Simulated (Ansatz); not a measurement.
# CH6B2S: small, medium and large basis sets

An exercise on one series of results from a longer session: the logs are not shown, and one member is left open.

Method: one geometry, several basis sets; program: Ansatz 0.2.0, Gaussian basis.

Plan: PBE0-D4/def2-SVP; ωB97M-V/def2-SVP; PBE0-D4/def2-QZVPP; ωB97M-V/def2-QZVPP; the functionals' def2-TZVPP values are taken from earlier runs.

### The geometry

The geometry comes from an earlier relaxation with PBE0-D4 in a triple-zeta def2 set; it is a stationary point, not always the lowest conformer.

10 atoms, charge 0, spin multiplicity 1.

Atoms are counted from 1 here; the program's logs count them from 0.

Bond lengths: B1–S2 1.789 Å, B1–H5 1.191 Å, B1–H6 1.193 Å, S2–B3 1.815 Å, B3–C4 1.552 Å, B3–H7 1.195 Å, C4–H8 1.097 Å, C4–H9 1.091 Å, C4–H10 1.097 Å. Angles: S2–B1–H5 120.3°, S2–B1–H6 117.2°, H5–B1–H6 122.5°, B1–S2–B3 103.7°, S2–B3–C4 120.6°, S2–B3–H7 117.4°, C4–B3–H7 122.0°, B3–C4–H8 109.0°, B3–C4–H9 115.5°, B3–C4–H10 109.5°, H8–C4–H9 108.6°, H8–C4–H10 104.8°, H9–C4–H10 108.9°.

Set-up of the first run:

The input, in.yaml:

```yaml
crystal:
  periodic: [false, false, false]
  atoms:
    - {symbol: B, position_ang: [-1.136511, 1.486858, -1.535462]}
    - {symbol: S, position_ang: [-0.545479, 1.250935, 0.136581]}
    - {symbol: B, position_ang: [0.224262, -0.392164, 0.093221]}
    - {symbol: C, position_ang: [0.869396, -0.996276, 1.369328]}
    - {symbol: H, position_ang: [-0.968850, 0.641577, -2.357429]}
    - {symbol: H, position_ang: [-1.694979, 2.512628, -1.776223]}
    - {symbol: H, position_ang: [0.208229, -0.980001, -0.946693]}
    - {symbol: H, position_ang: [0.373282, -1.946253, 1.604923]}
    - {symbol: H, position_ang: [0.842649, -0.360286, 2.255051]}
    - {symbol: H, position_ang: [1.910900, -1.268218, 1.159704]}
basis:
  gaussian: {orbitals: def2-SVP}
hamiltonian: {xc: pbe0, dispersion: d4}
output: {orbitals: {seedname: orbitals}}
```

Command:

```bash
> ansatz run in.yaml --threads 2 --pin off --events-out ev --progress --plain --max-ram 4352MiB
```

Among the steps run: PBE0-D4 in def2-SVP; ωB97M-V in def2-SVP; PBE0-D4 in def2-QZVPP; ωB97M-V in def2-QZVPP.

One table of the session follows, with a row left open; its other results are not shown here.

It belongs to the step «Functionals by basis». 

| functional | basis | HOMO (eV) | LUMO (eV) |
| --- | --- | --- | --- |
| PBE0-D4 | def2-SVP | -8.37 | -1.84 |
| PBE0-D4 | def2-TZVPP | -8.43 | -1.92 |
| PBE0-D4 | def2-QZVPP | -8.44 | -1.93 |
| ωB97M-V | def2-SVP | -10.53 | 0.21 |
| ωB97M-V | def2-TZVPP | -10.63 | 0.06 |
| ωB97M-V | def2-QZVPP | ? | ? |

**Question.** Estimate the row for ωB97M-V, def2-QZVPP.

**Answer.** HOMO (eV): -10.64; LUMO (eV): 0.03. In the column «HOMO (eV)» it is the lowest.
